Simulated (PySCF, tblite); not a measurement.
# C₅H₁₁NSSi: geometry, infrared bands, NMR shifts, electronic excitations and core binding energies, part 2 of 2

tblite 0.8.0 and PySCF 2.14.0. Atoms count from 0.

## Step 7: Shielding tensors: PBE/pcSseg-1

The job: settings as JSON, then the geometry in Å.

```
{"job": {"kind": "nmr", "xc": "PBE", "basis": "pcSseg-1", "pop": false}, "charge": 0, "multiplicity": 1}
C     -3.050225     0.373960     0.854480
C     -1.980235    -0.669625     0.790169
S     -2.236345    -2.197966     1.294282
C     -0.654868    -0.178890     0.264335
C      0.192580    -1.214822    -0.480216
N      1.510576    -0.626963    -0.636636
Si     1.934315     0.467780     0.638899
C      0.209461     0.391990     1.417069
H     -3.340058     0.660406    -0.171814
H     -3.935903     0.012498     1.389805
H     -2.667934     1.290036     1.334876
H     -0.855882     0.653266    -0.435205
H     -0.267880    -1.438621    -1.458476
H      0.189150    -2.156950     0.100314
H      2.145407    -1.104806    -1.261086
H      2.347785     1.824565     0.155534
H      3.002794     0.002495     1.582890
H      0.224216    -0.328354     2.251996
H     -0.175153     1.347297     1.803261
```

Method: GIAO PBE/pcSseg-1 NMR shielding, non-relativistic, gas phase.

Log:

```text
coarse grid: 16560 points
cycle   1  E = -938.7056446489  dE =  6.794e-01  |g| = 6.604e-01  |ddm| = 4.120e+00
cycle   2  E = -938.4676066346  dE =  2.380e-01  |g| = 1.186e+00  |ddm| = 2.052e+00
cycle   3  E = -938.8086804977  dE = -3.411e-01  |g| = 1.891e-01  |ddm| = 1.563e+00
cycle   4  E = -938.8169850196  dE = -8.305e-03  |g| = 5.831e-02  |ddm| = 2.805e-01
cycle   5  E = -938.8173362109  dE = -3.512e-04  |g| = 4.111e-02  |ddm| = 1.054e-01
cycle   6  E = -938.8177899555  dE = -4.537e-04  |g| = 1.366e-02  |ddm| = 6.151e-02
cycle   7  E = -938.8178368044  dE = -4.685e-05  |g| = 4.623e-03  |ddm| = 1.809e-02
cycle   8  E = -938.8178420469  dE = -5.242e-06  |g| = 7.419e-04  |ddm| = 5.317e-03
final grid: 149800 points
cycle   9  E = -938.8835684060  dE = -1.512e-05  |g| = 1.821e-02  |ddm| = 4.820e-02
cycle  10  E = -938.8830157077  dE =  5.527e-04  |g| = 4.730e-02  |ddm| = 6.816e-02
cycle  11  E = -938.8836276490  dE = -6.119e-04  |g| = 9.652e-03  |ddm| = 6.114e-02
cycle  12  E = -938.8836539611  dE = -2.631e-05  |g| = 1.322e-03  |ddm| = 1.087e-02
cycle  13  E = -938.8836543726  dE = -4.115e-07  |g| = 4.252e-04  |ddm| = 2.063e-03
cycle  14  E = -938.8836544147  dE = -4.204e-08  |g| = 6.917e-05  |ddm| = 5.346e-04
cycle  15  E = -938.8836544156  dE = -9.068e-10  |g| = 3.498e-05  |ddm| = 1.215e-04
cycle  16  E = -938.8836544159  dE = -2.829e-10  |g| = 8.802e-06  |ddm| = 4.174e-05
converged SCF energy = -938.8836544159

GIAO shielding tensors (ppm)
atom      isotropic    diamagn.    paramagn.     s11        s22        s33       span
  0 C      134.114     246.975    -112.861    106.882    118.985    176.475     69.593
  1 C      -93.957     258.492    -352.449   -252.285   -160.378    130.792    383.077
  2 S     -449.979    1057.297   -1507.276  -1692.740   -318.061    660.864   2353.604
  3 C      116.780     251.194    -134.415     87.047    116.367    146.924     59.877
  4 C      122.034     244.207    -122.174     99.600    117.155    149.346     49.746
  5 N      236.788     321.192     -84.403    183.787    221.205    305.373    121.586
  6 Si     357.470     880.529    -523.059    310.425    338.986    422.999    112.574
  7 C      153.609     252.643     -99.034    135.238    137.213    188.376     53.139
  8 H       28.258      28.301      -0.044     25.085     27.478     32.209      7.124
  9 H       28.272      27.793       0.479     24.966     27.815     32.034      7.068
 10 H       27.712      29.256      -1.544     24.079     28.149     30.910      6.831
 11 H       27.726      35.148      -7.422     23.024     27.256     32.898      9.874
 12 H       28.152      30.623      -2.471     24.018     27.731     32.706      8.687
 13 H       27.451      30.632      -3.181     21.798     25.995     34.560     12.762
 14 H       31.397      30.940       0.457     21.986     28.532     43.672     21.686
 15 H       25.963      28.672      -2.709     22.661     23.096     32.132      9.470
 16 H       25.932      28.068      -2.136     22.557     23.558     31.682      9.125
 17 H       30.076      31.663      -1.587     26.543     28.787     34.899      8.356
 18 H       29.660      31.564      -1.904     25.422     28.299     35.260      9.837
```

Run time: 2.3 min. Hardware: 1 thread of AMD EPYC, shared host; peak memory 0.85 GiB.

In short: δ C1 274.0, C3 63.3, C4 58.0, C0 45.9, H16 5.27, H15 5.23 ppm.

## Step 8: Core-electron binding energies: SCAN, X2C

Settings changed since step 7:

```diff
@@ -1,2 +1,2 @@
-{"job": {"kind": "nmr", "xc": "PBE", "basis": "pcSseg-1", "pop": false}, "charge": 0, "multiplicity": 1}
+{"job": {"kind": "xps"}, "charge": 0, "multiplicity": 1}
 C     -3.050225     0.373960     0.854480
```

Level: delta-SCF UKS SCAN, pcX-2 on the ionised atom, pcseg-1 elsewhere, spin-free X2C.

Log:

```text
ground state, core basis on atom 0 (C), 206 functions
  cycle   1  E = -940.94884734  |g| = 5.98e-01
  cycle   2  E = -940.83071386  |g| = 8.97e-01
  cycle   3  E = -941.03397179  |g| = 1.73e-01
  cycle   4  E = -941.03967503  |g| = 8.96e-02
  cycle   5  E = -941.04164615  |g| = 4.10e-02
  cycle   6  E = -941.04214733  |g| = 6.67e-03
  cycle   7  E = -941.04215839  |g| = 2.55e-03
  cycle   8  E = -941.04215774  |g| = 1.06e-03
  cycle   9  E = -941.04215829  |g| = 1.63e-04
  E(ground) = -941.10558228 Eh
hole in C 1s of atom 0
  cycle   1  E = -929.78150068  |g| = 1.51e+00
  cycle   2  E = -926.53202659  |g| = 2.66e+00
  cycle   3  E = -929.89208487  |g| = 8.93e-01
  cycle   4  E = -930.16354449  |g| = 5.82e-01
  cycle   5  E = -930.26771750  |g| = 3.46e-01
  cycle   6  E = -930.33722265  |g| = 1.36e-01
  cycle   7  E = -930.34848385  |g| = 3.06e-02
  cycle   8  E = -930.34893723  |g| = 1.44e-02
  cycle   9  E = -930.34904072  |g| = 4.52e-03
  cycle  10  E = -930.34905207  |g| = 1.83e-03
  cycle  11  E = -930.34905600  |g| = 8.64e-04
  cycle  12  E = -930.34905651  |g| = 6.17e-04
  cycle  13  E = -930.34905736  |g| = 2.99e-04
  E(ion) = -930.41171296 Eh   <S^2> = 0.7677   hole on atom = 1.000   binding energy = 290.995 eV
ground state, core basis on atom 1 (C), 206 functions
  cycle   1  E = -941.04473513  |g| = 5.93e-02
  cycle   2  E = -941.04469556  |g| = 2.42e-02
  cycle   3  E = -941.04474893  |g| = 1.93e-02
  cycle   4  E = -941.04484555  |g| = 1.68e-03
  cycle   5  E = -941.04484759  |g| = 7.66e-04
  cycle   6  E = -941.04484889  |g| = 2.78e-04
  E(ground) = -941.10771441 Eh
hole in C 1s of atom 1
  cycle   1  E = -929.71648057  |g| = 1.52e+00
  cycle   2  E = -926.88227328  |g| = 2.72e+00
  cycle   3  E = -930.01423207  |g| = 7.37e-01
  cycle   4  E = -929.13082896  |g| = 1.11e+00
  cycle   5  E = -930.23258755  |g| = 3.60e-01
  cycle   6  E = -930.29727546  |g| = 2.07e-01
  cycle   7  E = -929.77643157  |g| = 7.81e-01
  cycle   8  E = -930.17954088  |g| = 4.30e-01
  cycle   9  E = -930.23928114  |g| = 3.26e-01
  cycle  10  E = -930.29672732  |g| = 2.12e-01
  cycle  11  E = -930.25760121  |g| = 2.87e-01
  cycle  12  E = -930.24304493  |g| = 3.07e-01
  cycle  13  E = -930.26671430  |g| = 2.67e-01
  cycle  14  E = -930.30074468  |g| = 1.67e-01
  cycle  15  E = -930.25522458  |g| = 2.83e-01
  cycle  16  E = -930.27083878  |g| = 2.54e-01
  cycle  17  E = -930.27104776  |g| = 2.53e-01
  cycle  18  E = -930.30974073  |g| = 1.54e-01
  cycle  19  E = -930.32701250  |g| = 6.25e-02
  cycle  20  E = -930.33086669  |g| = 1.04e-02
  cycle  21  E = -930.33054172  |g| = 2.29e-02
  cycle  22  E = -930.33101011  |g| = 7.24e-03
  cycle  23  E = -930.33101486  |g| = 7.07e-03
  cycle  24  E = -930.33105112  |g| = 3.14e-03
  cycle  25  E = -930.33104289  |g| = 4.37e-03
  cycle  26  E = -930.33105942  |g| = 3.40e-04
  E(ion) = -930.39438061 Eh   <S^2> = 1.3515   hole on atom = 1.000   binding energy = 291.525 eV
ground state, core basis on atom 2 (S), 217 functions
  cycle   1  E = -941.18934783  |g| = 4.07e-01
  cycle   2  E = -941.18454236  |g| = 1.36e-01
  cycle   3  E = -941.15518709  |g| = 3.47e-01
  cycle   4  E = -941.19019170  |g| = 1.33e-02
  cycle   5  E = -941.19023648  |g| = 5.02e-03
  cycle   6  E = -941.19024185  |g| = 1.60e-03
  cycle   7  E = -941.19024379  |g| = 8.08e-04
  cycle   8  E = -941.19024482  |g| = 2.06e-04
  E(ground) = -941.23946231 Eh
hole in S 1s of atom 2
  cycle   1  E = -848.98113422  |g| = 5.08e+00
  cycle   2  E = -846.50272602  |g| = 2.90e+00
  cycle   3  E = -825.80466063  |g| = 5.01e+00
  cycle   4  E = -849.84326636  |g| = 8.16e-01
  cycle   5  E = -850.08720447  |g| = 4.58e-01
  cycle   6  E = -850.15440560  |g| = 2.97e-01
  cycle   7  E = -850.19347077  |g| = 1.83e-01
  cycle   8  E = -850.20991396  |g| = 4.34e-02
  cycle   9  E = -850.21110778  |g| = 1.46e-02
  cycle  10  E = -850.21116555  |g| = 8.85e-03
  cycle  11  E = -850.21120528  |g| = 4.17e-03
  cycle  12  E = -850.21122153  |g| = 1.10e-03
  cycle  13  E = -850.21122144  |g| = 3.57e-04
  E(ion) = -850.25184484 Eh   <S^2> = 0.7519   hole on atom = 1.000   binding energy = 2475.899 eV
hole in S 2p of atom 2
  cycle   1  E = -934.54010544  |g| = 1.53e+00
  cycle   2  E = -933.03113739  |g| = 1.82e+00
  cycle   3  E = -934.37506912  |g| = 1.08e+00
  cycle   4  E = -934.94563106  |g| = 2.47e-01
  cycle   5  E = -934.96552203  |g| = 2.29e-01
  cycle   6  E = -934.63190915  |g| = 6.96e-01
  cycle   7  E = -934.99447440  |g| = 5.81e-02
  cycle   8  E = -934.99570825  |g| = 2.62e-02
  cycle   9  E = -934.99609092  |g| = 1.08e-02
  cycle  10  E = -934.99615528  |g| = 4.30e-03
  cycle  11  E = -934.99616780  |g| = 1.30e-03
  cycle  12  E = -934.99616997  |g| = 5.42e-04
  cycle  13  E = -934.99616902  |g| = 2.95e-04
  E(ion) = -935.05165096 Eh   <S^2> = 0.7534   hole on atom = 1.001   binding energy = 168.379 eV
  2p3/2 = 168.168 eV   2p1/2 = 169.420 eV
ground state, core basis on atom 3 (C), 206 functions
  cycle   1  E = -941.04333798  |g| = 6.97e-02
  cycle   2  E = -941.03969535  |g| = 1.15e-01
  cycle   3  E = -941.04332098  |g| = 4.35e-02
  cycle   4  E = -941.04386308  |g| = 9.42e-03
  cycle   5  E = -941.04389111  |g| = 1.12e-03
  cycle   6  E = -941.04388831  |g| = 4.19e-04
  E(ground) = -941.10741775 Eh
hole in C 1s of atom 3
  cycle   1  E = -929.76857498  |g| = 1.53e+00
  cycle   2  E = -927.75602406  |g| = 2.56e+00
  cycle   3  E = -930.05355281  |g| = 6.89e-01
  cycle   4  E = -930.02070383  |g| = 7.44e-01
  cycle   5  E = -930.34907076  |g| = 1.03e-01
  cycle   6  E = -930.35294883  |g| = 4.35e-02
  cycle   7  E = -930.35378542  |g| = 1.63e-02
  cycle   8  E = -930.35390661  |g| = 6.16e-03
  cycle   9  E = -930.35393080  |g| = 2.54e-03
  cycle  10  E = -930.35393501  |g| = 1.29e-03
  cycle  11  E = -930.35393831  |g| = 6.90e-04
  cycle  12  E = -930.35393884  |g| = 3.28e-04
  E(ion) = -930.41641625 Eh   <S^2> = 0.7720   hole on atom = 1.000   binding energy = 290.917 eV
ground state, core basis on atom 4 (C), 206 functions
  cycle   1  E = -941.04372759  |g| = 5.78e-02
  cycle   2  E = -941.04371192  |g| = 1.88e-02
  cycle   3  E = -941.04369544  |g| = 2.01e-02
  cycle   4  E = -941.04378396  |g| = 5.59e-03
  cycle   5  E = -941.04379357  |g| = 1.26e-03
  cycle   6  E = -941.04379208  |g| = 3.19e-04
  E(ground) = -941.10699110 Eh
hole in C 1s of atom 4
  cycle   1  E = -929.76855184  |g| = 1.51e+00
  cycle   2  E = -927.12320805  |g| = 2.56e+00
  cycle   3  E = -928.20208625  |g| = 1.44e+00
  cycle   4  E = -930.06584641  |g| = 7.46e-01
  cycle   5  E = -930.17693461  |g| = 4.67e-01
  cycle   6  E = -930.29306140  |g| = 2.87e-01
  cycle   7  E = -930.33699935  |g| = 9.10e-02
  cycle   8  E = -930.34028300  |g| = 2.98e-02
  cycle   9  E = -930.34080144  |g| = 7.75e-03
  cycle  10  E = -930.34083078  |g| = 3.46e-03
  cycle  11  E = -930.34083779  |g| = 1.19e-03
  cycle  12  E = -930.34083977  |g| = 5.99e-04
  cycle  13  E = -930.34083844  |g| = 3.05e-04
  E(ion) = -930.40258018 Eh   <S^2> = 0.7714   hole on atom = 1.000   binding energy = 291.282 eV
ground state, core basis on atom 5 (N), 206 functions
  cycle   1  E = -941.05778891  |g| = 7.42e-02
  cycle   2  E = -941.05772321  |g| = 2.68e-02
  cycle   3  E = -941.05762410  |g| = 3.36e-02
  cycle   4  E = -941.05785563  |g| = 9.13e-03
  cycle   5  E = -941.05787835  |g| = 1.89e-03
  cycle   6  E = -941.05788003  |g| = 3.79e-04
  E(ground) = -941.11922614 Eh
hole in N 1s of atom 5
  cycle   1  E = -925.48858205  |g| = 1.87e+00
  cycle   2  E = -922.43755116  |g| = 2.69e+00
  cycle   3  E = -925.18793527  |g| = 1.15e+00
  cycle   4  E = -926.15211773  |g| = 3.01e-01
  cycle   5  E = -926.17567567  |g| = 2.26e-01
  cycle   6  E = -926.18901436  |g| = 1.54e-01
  cycle   7  E = -926.20277864  |g| = 3.69e-02
  cycle   8  E = -926.20358784  |g| = 1.32e-02
  cycle   9  E = -926.20368454  |g| = 5.33e-03
  cycle  10  E = -926.20370749  |g| = 2.35e-03
  cycle  11  E = -926.20371691  |g| = 1.55e-03
  cycle  12  E = -926.20372327  |g| = 1.19e-03
  cycle  13  E = -926.20373399  |g| = 6.96e-04
  cycle  14  E = -926.20373584  |g| = 3.46e-04
  E(ion) = -926.26400616 Eh   <S^2> = 0.7652   hole on atom = 1.000   binding energy = 404.231 eV
ground state, core basis on atom 6 (Si), 217 functions
  cycle   1  E = -941.14145451  |g| = 2.88e-01
  cycle   2  E = -941.14151234  |g| = 4.06e-02
  cycle   3  E = -941.14145302  |g| = 3.40e-02
  cycle   4  E = -941.14162023  |g| = 1.41e-02
  cycle   5  E = -941.14167258  |g| = 4.53e-03
  cycle   6  E = -941.14167839  |g| = 8.06e-04
  cycle   7  E = -941.14167875  |g| = 1.06e-04
  E(ground) = -941.16366198 Eh
hole in Si 1s of atom 6
  cycle   1  E = -872.21402588  |g| = 4.35e+00
  cycle   2  E = -870.56217064  |g| = 2.54e+00
  cycle   3  E = -864.50171192  |g| = 2.77e+00
  cycle   4  E = -872.87452006  |g| = 8.52e-01
  cycle   5  E = -872.97026074  |g| = 7.24e-01
  cycle   6  E = -873.22174444  |g| = 2.92e-01
  cycle   7  E = -873.27188524  |g| = 8.62e-02
  cycle   8  E = -873.27580177  |g| = 3.46e-02
  cycle   9  E = -873.27639933  |g| = 8.55e-03
  cycle  10  E = -873.27643990  |g| = 3.09e-03
  cycle  11  E = -873.27644606  |g| = 1.18e-03
  cycle  12  E = -873.27644533  |g| = 3.16e-04
  E(ion) = -873.30638023 Eh   <S^2> = 0.7522   hole on atom = 1.000   binding energy = 1846.491 eV
hole in Si 2p of atom 6
  cycle   1  E = -936.87362040  |g| = 1.24e+00
  cycle   2  E = -935.09911711  |g| = 1.68e+00
  cycle   3  E = -935.08214344  |g| = 1.37e+00
  cycle   4  E = -936.97865607  |g| = 6.17e-01
  cycle   5  E = -937.17891210  |g| = 1.93e-01
  cycle   6  E = -937.17034339  |g| = 2.30e-01
  cycle   7  E = -937.20209769  |g| = 2.97e-02
  cycle   8  E = -937.20258620  |g| = 1.47e-02
  cycle   9  E = -937.20269209  |g| = 5.40e-03
  cycle  10  E = -937.20270816  |g| = 1.80e-03
  cycle  11  E = -937.20270799  |g| = 7.88e-04
  cycle  12  E = -937.20270843  |g| = 2.92e-04
  E(ion) = -937.23609600 Eh   <S^2> = 0.7524   hole on atom = 1.002   binding energy = 106.875 eV
  2p3/2 = 106.643 eV   2p1/2 = 107.267 eV
ground state, core basis on atom 7 (C), 206 functions
  cycle   1  E = -941.04376120  |g| = 6.20e-02
  cycle   2  E = -941.04375224  |g| = 2.81e-02
  cycle   3  E = -941.04386786  |g| = 2.01e-02
  cycle   4  E = -941.04395484  |g| = 7.77e-03
  cycle   5  E = -941.04397360  |g| = 2.33e-03
  cycle   6  E = -941.04397117  |g| = 4.20e-04
  E(ground) = -941.10724807 Eh
hole in C 1s of atom 7
  cycle   1  E = -929.79390325  |g| = 1.52e+00
  cycle   2  E = -927.41590097  |g| = 2.49e+00
  cycle   3  E = -930.09496226  |g| = 6.41e-01
  cycle   4  E = -930.05074990  |g| = 7.21e-01
  cycle   5  E = -930.35955488  |g| = 1.96e-01
  cycle   6  E = -930.37926098  |g| = 4.99e-02
  cycle   7  E = -930.38048859  |g| = 1.50e-02
  cycle   8  E = -930.38059335  |g| = 6.21e-03
  cycle   9  E = -930.38061640  |g| = 2.60e-03
  cycle  10  E = -930.38062185  |g| = 1.47e-03
  cycle  11  E = -930.38062418  |g| = 8.84e-04
  cycle  12  E = -930.38062610  |g| = 6.11e-04
  cycle  13  E = -930.38062862  |g| = 4.68e-04
  E(ion) = -930.44292547 Eh   <S^2> = 0.7706   hole on atom = 1.000   binding energy = 290.191 eV
```

Wall time 7.3 min (1 thread of AMD EPYC, shared host); peak memory 0.68 GiB.

The holes in one table. −ε is the ground-state orbital energy:

```tsv
hole	stands for	environment	ΔSCF (eV; 2p as the shell's mean)	−ε (eV)	⟨S²⟩
C1s on C0	C0	methyl carbon	291.00	274.1	0.768
C1s on C1	C1	thiocarbonyl carbon	291.52 (doubtful)	275.9	1.351
S1s on S2	S2	thione sulfur	2475.90	2414.2	0.752
S2p on S2	S2	thione sulfur	168.59	157.3	0.753
C1s on C3	C3	sp3 CH in a ring	290.92	274.5	0.772
C1s on C4	C4	sp3 CH2 bonded to N	291.28	274.5	0.771
N1s on N5	N5	nitrogen bonded to C, Si, H, in a 5-membered ring	404.23	385.5	0.765
Si1s on Si6	Si6	silicon bonded to C, N, 2 H, in a 5-membered ring	1846.49	1793.4	0.752
Si2p on Si6	Si6	silicon bonded to C, N, 2 H, in a 5-membered ring	106.85	96.2	0.752
C1s on C7	C7	sp3 CH2 bonded to Si	290.19	273.8	0.771
```

Doubtful: the ion did not converge, its hole moved, or its ⟨S²⟩ is well above 0.75.

With the spin-orbit splitting: S2 2p3/2 168.17, 2p1/2 169.42 eV; Si6 2p3/2 106.64, 2p1/2 107.27 eV. The table gives each 2p level as the mean over the whole 2p shell (two parts 2p3/2, one part 2p1/2), which differs a little from the single hole in the log.

## Step 9: Side by side: NMR shifts

Shifts (ppm) of some atoms, chosen among heavy atoms and hydrogens apart, with basis size and wall time:

```tsv
run	C1	C4	C7	H16	H15	S2	N5	functions	time
PBE0/pcSseg-1	281.6	54.2	23.1	5.00	4.98	917	20.2	205	96 s
PBE/pcSseg-1	274.0	58.0	26.4	5.27	5.23	941	28.3	205	2.3 min
```

## Step 10: Summary of results

This closing draws on all 2 parts.

| quantity | value |
| --- | --- |
| strongest single infrared mode (GFN2-xTB) | 2225 cm⁻¹, 435 km/mol |
| zero-point energy (GFN2-xTB) | 93.5 kcal/mol |
| point group | C1 |
| rotational constants (main isotopes) | 2.81, 0.83, 0.75 GHz |
| 13C shifts against TMS (PBE0/pcSseg-1) | 281.6, 60.1, 54.2, 45.0, 23.1 ppm |
| 1H shifts against TMS (PBE0/pcSseg-1, means over atoms taken as alike) | 5.00, 4.98, 3.65, 3.25, 3.05, 2.90, 1.36, 0.94, -0.18 ppm |
| 33S shifts against CS2 (PBE0/pcSseg-1) | 917 ppm |
| 15N shifts against NH3 (PBE0/pcSseg-1) | 20.2 ppm |
| 29Si shifts against TMS (PBE0/pcSseg-1) | -21.0 ppm |
| lowest singlet (PBE0/def2-SVPD) | 2.51 eV (494 nm), f = 0.000 |
| brightest single state of those computed | state 3, 5.44 eV, f = 0.201 |
| lowest triplet | 2.06 eV |
| vertical ionisation energy (ΔSCF) | 7.91 eV |
| vertical electron affinity (ΔSCF) | 0.33 eV |
| C1s binding energies, SCAN/pcX-2 (standing for 4 of 5 atoms) | C4 291.28, C0 291.00, C3 290.92, C7 290.19 eV |
| S1s binding energies, SCAN/pcX-2 | S2 2475.90 eV |
| S2p binding energies, SCAN/pcX-2 | S2 168.59 eV |
| N1s binding energies, SCAN/pcX-2 | N5 404.23 eV |
| Si1s binding energies, SCAN/pcX-2 | Si6 1846.49 eV |
| Si2p binding energies, SCAN/pcX-2 | Si6 106.85 eV |
| range of the shift of S2 | 917 to 941 ppm |

In words: Relaxing lowered the energy by 2.010 eV in 169 steps; the close pair that moved most is C1–S2, from 1.441 to 1.626 Å (GFN2-xTB). All 51 modes are real, so the xTB geometry is a minimum. The strongest single mode, at 2225 cm⁻¹, moves mainly H16. GFN2-xTB is a fitted tight-binding method: band positions and strengths are rough. Its intensities can rank the bands wrongly. The optimisation took 7 steps and gained 0.157 eV; among the close pairs (by a distance rule), Si6–H16 changed most, from 1.455 to 1.500 Å (PBE0/def2-SVP). No frequency check was run at this level, so the end point may be a saddle. C1 (thiocarbonyl carbon) lies farthest downfield among carbon, at 281.6 ppm; the small n→π* gap of C=S deshields it strongly. At PBE0/pcSseg-1: The widest tensor belongs to S2: span 2273 ppm, with a paramagnetic part of -1478 ppm. The lowest singlet, at 2.51 eV, is HOMO→LUMO 0.93 and is dark; of the 10 states computed, the strongest absorption comes from state 3 at 5.44 eV. The lowest triplet lies 0.45 eV below the lowest singlet (triplets in Tamm-Dancoff, singlets in full TDDFT). The orbital energy would give 6.18 eV for ionisation, ΔSCF gives 7.91 eV. The C1s levels kept as sound span 1.09 eV, from C7 (sp3 CH2 bonded to Si) up to C4 (sp3 CH2 bonded to N). Only 4 of the 5 C atoms are covered by sound results. In ppm, S2 moves most: its shift spreads over 24 ppm, from 917 (PBE0/pcSseg-1) to 941 (PBE/pcSseg-1).
